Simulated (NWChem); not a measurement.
# A workflow on the pair BH2O2F···SiH2SO

We compute a single-point energy (singlet BSiH4SO3F, TPSS-D3(BJ)/STO-3G), then a single-point energy (singlet BH2O2F, TPSS-D3(BJ)/STO-3G), then a single-point energy (singlet SiH2SO, TPSS-D3(BJ)/STO-3G), then a single-point energy (singlet BH2O2F, TPSS-D3(BJ)/STO-3G), then the energy (singlet SiH2SO, TPSS-D3(BJ)/STO-3G) of BFH4O3SSi and its partners. 

The results are computed with NWChem 7.3.0.

## Step 1: Starting point

The species is BSiH4SO3F (11 atoms), meant as a singlet with charge 0. The two molecules were placed rigidly side by side, at 1 times their contact distance; the pair isn't optimised.

Bond lengths: O1–B2 1.360 Å, B2–O3 1.352 Å, B2–F4 1.333 Å, O7–Si8 1.646 Å, Si8–S9 2.176 Å, O1–H5 0.960 Å, O3–H6 0.960 Å, O7–H10 0.960 Å, S9–H11 1.346 Å. Angles: O1–B2–O3 121.6°, O1–B2–F4 120.5°, O3–B2–F4 117.9°, O7–Si8–S9 104.3°, B2–O1–H5 113.1°, B2–O3–H6 112.5°, Si8–O7–H10 123.1°, Si8–S9–H11 99.8°.

## Step 2: The energy at TPSS-D3(BJ)/STO-3G (run 1)

Contents of bfh4o3ssi.nw:

```
start bfh4o3ssi
memory 2200 mb
charge 0
geometry units angstrom noautosym nocenter noautoz
   O     -0.484520     0.981670    -0.200680
   B     -0.030820    -0.296830    -0.098780
   O      0.982380    -0.624530     0.733820
   F     -0.580120    -1.269930    -0.825480
   H     -1.205920     1.076770    -0.826580
   H      1.318980     0.132870     1.217720
   O      4.884460    -1.552450    -2.596110
   Si     3.763880    -0.815430    -1.641580
   S      3.472070     1.133680    -2.563930
   H      5.269240    -1.135180    -3.370810
   H      4.328110     1.028760    -3.597240
end
basis spherical bse
   * library STO-3G
end
dft
   xc xtpss03 ctpss03
   mult 1
   disp vdw 4
   grid fine
   convergence energy 1e-08
   iterations 100
   mulliken
   noprint "final vectors analysis"
end
task dft
```

Command:

```
nwchem bfh4o3ssi.nw > bfh4o3ssi.out
```

Log:

```text
[...]
          Wavefunction type:  closed shell.
          No. of atoms     :    11
          No. of electrons :    72
[...]
          Charge           :     0
          Spin multiplicity:     1
[...]
          AO basis - number of functions:    47
[...]
              XC Information
              --------------
                  TPSS metaGGA Exchange Functional  1.000
             TPSS03 metaGGA Correlation Functional  1.000
[...]
 d= 0,ls=0.0,diis     1  -1027.7206336020 -1.42D+03  6.97D-02  1.44D+00     1.1
[...]
 d= 0,ls=0.0,diis    11  -1028.0076736361 -8.66D-09  1.45D-06  1.14D-09     8.5
         Total DFT energy =    -1028.007673636081
      One electron energy =    -2209.803215913966
           Coulomb energy =      879.821324676867
    Exchange-Corr. energy =      -89.141257999060
 Nuclear repulsion energy =      391.125674232558
    Dispersion correction =       -0.010198632480
[...]
      Total Density - Mulliken Population Analysis
     ---------------------------------------------
    Atom       Charge   Shell Charges
 -----------   ------   -------------------------------------------------------
    1 O    8     8.33   2.00  1.82  4.52
    2 B    5     4.64   1.99  0.73  1.92
    3 O    8     8.32   2.00  1.82  4.50
    4 F    9     9.13   2.00  1.94  5.19
    5 H    1     0.79   0.79
    6 H    1     0.78   0.78
    7 O    8     8.38   2.00  1.84  4.54
    8 Si  14    13.65   2.00  2.00  5.87  1.83  1.95
    9 S   16    16.11   2.00  2.00  5.96  1.91  4.26
   10 H    1     0.81   0.81
[...]
```

Wall time 9.3 s (1 thread of Intel Xeon Platinum 8488C (Sapphire Rapids), shared host); peak memory 0.12 GiB.

## Step 3: BH2O2F: a single-point energy at TPSS-D3(BJ)/STO-3G (run 2)

Contents of a.nw:

```
start a
memory stack 880 mb heap 220 mb global 1100 mb
geometry units angstroms noautosym nocenter noautoz
 O       -0.484520       0.981670      -0.200680
 B       -0.030820      -0.296830      -0.098780
 O        0.982380      -0.624530       0.733820
 F       -0.580120      -1.269930      -0.825480
 H       -1.205920       1.076770      -0.826580
 H        1.318980       0.132870       1.217720
end
basis "ao basis" spherical bse
 O library STO-3G
 B library STO-3G
 F library STO-3G
 H library STO-3G
end
dft
 xc xtpss03 ctpss03
 mult 1
 disp vdw 4
 grid fine
 convergence energy 1e-08
 iterations 100
 mulliken
 print low
end
task dft
```

Command:

```
nwchem a.nw > a.out
```

Log:

```text
[...]
 d= 0,ls=0.0,diis     1   -272.5071874850 -3.87D+02  8.99D-02  8.84D-01     0.3
[...]
 d= 0,ls=0.0,diis    10   -272.6778598432 -6.57D-10  8.17D-07  2.85D-10     2.2
         Total DFT energy =     -272.677859843163
      One electron energy =     -606.260561016599
           Coulomb energy =      251.938017095535
    Exchange-Corr. energy =      -32.850977383110
 Nuclear repulsion energy =      114.498561463488
    Dispersion correction =       -0.002900002477
[...]
      Total Density - Mulliken Population Analysis
     ---------------------------------------------
    Atom       Charge   Shell Charges
 -----------   ------   -------------------------------------------------------
    1 O    8     8.33   2.00  1.82  4.52
    2 B    5     4.64   1.99  0.73  1.92
    3 O    8     8.32   2.00  1.82  4.51
    4 F    9     9.13   2.00  1.94  5.19
    5 H    1     0.79   0.79
    6 H    1     0.78   0.78
[...]
```

Wall time 2.8 s (1 thread of Intel Xeon Platinum 8488C (Sapphire Rapids), shared host); peak memory 0.12 GiB.

## Step 4: SiH2SO: a single-point energy at TPSS-D3(BJ)/STO-3G (run 3)

Contents of sp.nw:

```
start sp
memory 2200 mb

geometry noautosym nocenter noautoz
  O      4.884460    -1.552450    -2.596110
  Si     3.763880    -0.815430    -1.641580
  S      3.472070     1.133680    -2.563930
  H      5.269240    -1.135180    -3.370810
  H      4.328110     1.028760    -3.597240
end

basis spherical bse
  O library STO-3G
  Si library STO-3G
  S library STO-3G
  H library STO-3G
end

dft
  xc xtpss03 ctpss03
  disp vdw 4
  grid fine
  convergence energy 1e-08
  maxiter 100
  mulliken
  noprint "final vectors analysis"
end

task dft energy
```

Command:

```
nwchem sp.nw > sp.out
```

Log:

```text
[...]
          Wavefunction type:  closed shell.
          No. of atoms     :     5
          No. of electrons :    40
[...]
          Charge           :     0
          Spin multiplicity:     1
[...]
          AO basis - number of functions:    25
[...]
              XC Information
              --------------
                  TPSS metaGGA Exchange Functional  1.000
             TPSS03 metaGGA Correlation Functional  1.000
[...]
 d= 0,ls=0.0,diis     1   -755.2104100352 -8.89D+02  1.05D-01  5.58D-01     0.4
[...]
 d= 0,ls=0.0,diis    11   -755.3279952810 -3.60D-09  6.43D-07  9.58D-11     2.7
         Total DFT energy =     -755.327995280974
      One electron energy =    -1317.930128099570
           Coulomb energy =      484.965411063519
    Exchange-Corr. energy =      -56.289635387757
 Nuclear repulsion energy =      133.931493135948
    Dispersion correction =       -0.005135993114
[...]
      Total Density - Mulliken Population Analysis
     ---------------------------------------------
    Atom       Charge   Shell Charges
 -----------   ------   -------------------------------------------------------
    1 O    8     8.38   2.00  1.84  4.54
    2 Si  14    13.65   2.00  2.00  5.87  1.83  1.96
    3 S   16    16.11   2.00  2.00  5.96  1.91  4.25
    4 H    1     0.81   0.81
    5 H    1     1.05   1.05
[...]
```

Wall time 3.6 s (1 thread of Intel Xeon Platinum 8488C (Sapphire Rapids), shared host); peak memory 0.12 GiB.

## Step 5: BH2O2F among ghost functions: a single-point energy at TPSS-D3(BJ)/STO-3G (with ghost functions) (run 4)

Contents of mymol.nw:

```
start mymol
memory 2200 mb
charge 0

geometry noautosym nocenter noautoz
O     -0.484520     0.981670    -0.200680
B     -0.030820    -0.296830    -0.098780
O      0.982380    -0.624530     0.733820
F     -0.580120    -1.269930    -0.825480
H     -1.205920     1.076770    -0.826580
H      1.318980     0.132870     1.217720
bqO      4.884460    -1.552450    -2.596110
bqSi     3.763880    -0.815430    -1.641580
bqS      3.472070     1.133680    -2.563930
bqH      5.269240    -1.135180    -3.370810
bqH      4.328110     1.028760    -3.597240
end

basis "ao basis" spherical bse
O library STO-3G
B library STO-3G
F library STO-3G
H library STO-3G
bqO library O STO-3G
bqSi library Si STO-3G
bqS library S STO-3G
bqH library H STO-3G
end

dft
xc xtpss03 ctpss03
disp vdw 4
grid fine
convergence energy 1e-08
iterations 100
mulliken
print low
end

task dft
```

Command:

```
nwchem mymol.nw > mymol.out
```

Log:

```text
[...]
 d= 0,ls=0.0,diis     1   -272.5074278768 -3.87D+02  4.21D-02  8.83D-01     0.9
[...]
 d= 0,ls=0.0,diis    10   -272.6780662144 -6.60D-10  3.84D-07  2.87D-10     7.1
         Total DFT energy =     -272.678066214368
      One electron energy =     -606.256223335515
           Coulomb energy =      251.932994598691
    Exchange-Corr. energy =      -32.850498938555
 Nuclear repulsion energy =      114.498561463488
    Dispersion correction =       -0.002900002477
[...]
      Total Density - Mulliken Population Analysis
     ---------------------------------------------
    Atom       Charge   Shell Charges
 -----------   ------   -------------------------------------------------------
    1 O    8     8.33   2.00  1.82  4.52
    2 B    5     4.64   1.99  0.73  1.92
    3 O    8     8.32   2.00  1.82  4.51
    4 F    9     9.13   2.00  1.94  5.19
    5 H    1     0.79   0.79
    6 H    1     0.78   0.78
    7 X    0     0.00   0.00  0.00  0.00
    8 X    0     0.00   0.00  0.00 -0.00  0.00  0.00
    9 X    0     0.00   0.00  0.00 -0.00  0.00  0.00
   10 X    0     0.00   0.00
[...]
```

Run time: 7.8 s. Hardware: 1 thread of Intel Xeon Platinum 8488C (Sapphire Rapids), shared host; peak memory 0.12 GiB.

## Step 6: SiH2SO among ghost functions: the energy at TPSS-D3(BJ)/STO-3G (with ghost functions) (run 5)

Contents of h2ossi.nw:

```
START h2ossi
memory stack 880 mb heap 220 mb global 1100 mb

GEOMETRY units au noautosym nocenter noautoz
O      9.23029167    -2.93370532    -4.90593689
Si     7.11270237    -1.54093937    -3.10213661
S      6.56126139     2.14234471    -4.84512550
H      9.95742048    -2.14517930    -6.36990772
H      8.17894254     1.94407465    -6.79779840
bqO     -0.915610     1.855087    -0.379230
bqB     -0.058241    -0.560927    -0.186667
bqO      1.856429    -1.180191     1.386719
bqF     -1.096268    -2.399820    -1.559931
bqH     -2.278859     2.034800    -1.562010
bqH      2.492511     0.251088     2.301157
END

BASIS "ao basis" spherical bse
O library STO-3G
Si library STO-3G
S library STO-3G
H library STO-3G
bqO library O STO-3G
bqB library B STO-3G
bqF library F STO-3G
bqH library H STO-3G
END

DFT
xc xtpss03 ctpss03
disp vdw 4
grid fine
convergence energy 1e-08
maxiter 100
mulliken
print low
END

TASK dft energy
```

Command:

```
nwchem h2ossi.nw > h2ossi.out
```

Log:

```text
[...]
 d= 0,ls=0.0,diis     1   -755.2106033323 -8.89D+02  5.58D-02  5.58D-01     1.0
[...]
 d= 0,ls=0.0,diis    11   -755.3282032925 -4.31D-09  6.10D-07  3.21D-10     7.8
         Total DFT energy =     -755.328203292488
      One electron energy =    -1317.924019842663
           Coulomb energy =      484.958669361441
    Exchange-Corr. energy =      -56.289200422573
 Nuclear repulsion energy =      133.931483604276
    Dispersion correction =       -0.005135992968
[...]
      Total Density - Mulliken Population Analysis
     ---------------------------------------------
    Atom       Charge   Shell Charges
 -----------   ------   -------------------------------------------------------
    1 O    8     8.38   2.00  1.84  4.54
    2 Si  14    13.65   2.00  2.00  5.87  1.83  1.96
    3 S   16    16.11   2.00  2.00  5.96  1.91  4.25
    4 H    1     0.81   0.81
    5 H    1     1.05   1.05
    6 X    0    -0.00   0.00 -0.00 -0.00
    7 X    0     0.00   0.00  0.00  0.00
    8 X    0     0.00   0.00  0.00  0.00
    9 X    0    -0.00  -0.00 -0.00 -0.00
   10 X    0     0.00   0.00
[...]
```

Wall time 8.4 s (1 thread of Intel Xeon Platinum 8488C (Sapphire Rapids), shared host); peak memory 0.12 GiB.

## Step 7: Outcome

```
                                                                                                                    quantity           value
                                                                                     run 1, TPSS-D3(BJ)/STO-3G: total energy  -1028.00767 Eh
                                                                                    run 1, TPSS-D3(BJ)/STO-3G: dipole moment          1.84 D
                                                                                run 1, TPSS-D3(BJ)/STO-3G: dispersion energy   -26.78 kJ/mol
                                                                                                        BH2O2F: total energy   -272.67786 Eh
                                                                                                   BH2O2F: dispersion energy    -7.61 kJ/mol
                                                                                                        SiH2SO: total energy   -755.32800 Eh
                                                                                                       SiH2SO: dipole moment          1.73 D
                                                                                                   SiH2SO: dispersion energy   -13.48 kJ/mol
                                                                                  BH2O2F among ghost functions: total energy   -272.67807 Eh
                                                                             BH2O2F among ghost functions: dispersion energy    -7.61 kJ/mol
                                                                                  SiH2SO among ghost functions: total energy   -755.32820 Eh
                                                                             SiH2SO among ghost functions: dispersion energy   -13.48 kJ/mol
              interaction energy of the rigid parts BH2O2F and SiH2SO (parts in their own basis; closest atoms 3.66 Å apart)       -0.049 eV
interaction energy of the rigid parts BH2O2F and SiH2SO (parts in the whole basis, counterpoise; closest atoms 3.66 Å apart)       -0.038 eV
```

**Reading.** The interaction energy of the rigid parts BH2O2F and SiH2SO (parts in their own basis; closest atoms 3.66 Å apart) is −0.05 eV (−4.8 kJ/mol): the parts attract. Without counterpoise this holds the superposition error of the basis. The interaction energy of the rigid parts BH2O2F and SiH2SO (parts in the whole basis, counterpoise; closest atoms 3.66 Å apart) is −0.04 eV (−0.9 kcal/mol): the parts attract. The basis-set superposition error is 1.1 kJ/mol. Mulliken charges (run 1, TPSS-D3(BJ)/STO-3G) run from -0.38 on O7 to +0.36 on B2; they depend strongly on the basis.
